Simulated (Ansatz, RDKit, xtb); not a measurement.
# GeSiH4Br2: ranking a sample of isomers

Which of a sample of isomers of GeSiH4Br2 is the most stable in the gas at 298.15 K, and what are its properties? The sample is small against all isomers, and the most stable one of this formula need not be in it.

Plan: many cheap relaxations first (GFN2-xTB), then density-functional screening, relaxation at PBE0-D3(BJ)/def2-SVP, vibrations (at GFN2-xTB) and a final energy. The numbers are computed, not measured.

## (1) Possible bonding patterns

Isomers were taken from a list of plausible structures; this is a sample, not all of them. That gives 3 candidates.

| label | SMILES | spin |
| --- | --- | --- |
| c368 | Br[SiH2][GeH2][Br] | singlet |
| c613 | [SiH3][GeH]([Br])[Br] | singlet |
| c768 | [GeH3][SiH](Br)Br | singlet |

Candidates are built by distance geometry, with a force field where one applies, in up to four conformers (letters a to d).

Q: Predict the outcome of this search (final energies at CCSD(T)/def2-SVP + MP2/def2-TZVPP - MP2/def2-SVP).

| quantity | value |
| --- | --- |
| lowest structure found | [GeH3][SiH](Br)Br, singlet |
| next finalist | [SiH3][GeH]([Br])[Br], singlet, 2.5 kcal/mol higher in G |
| share at equilibrium, among the finalists | 97.7 % |

The lowest structure found is `[GeH3][SiH](Br)Br`. The margin, 2.5 kcal/mol, is modest. HF/STO-3G, r2SCAN-D4/def2-SVP, PBE0-D3(BJ)/def2-SVP and MP2/def2-SVP already put its bonding pattern lowest among the structures in one piece; GFN2-xTB favours the singlet [SiH3][GeH]([Br])[Br]; HF/def2-SVP favours the singlet Br[SiH2][GeH2][Br]. Lowest found is not proven lowest: the search is finite, and each finalist counts with one conformer. Only 3 drawn patterns were tried, so whole families of isomers are missing, and the result ranks this sample alone.
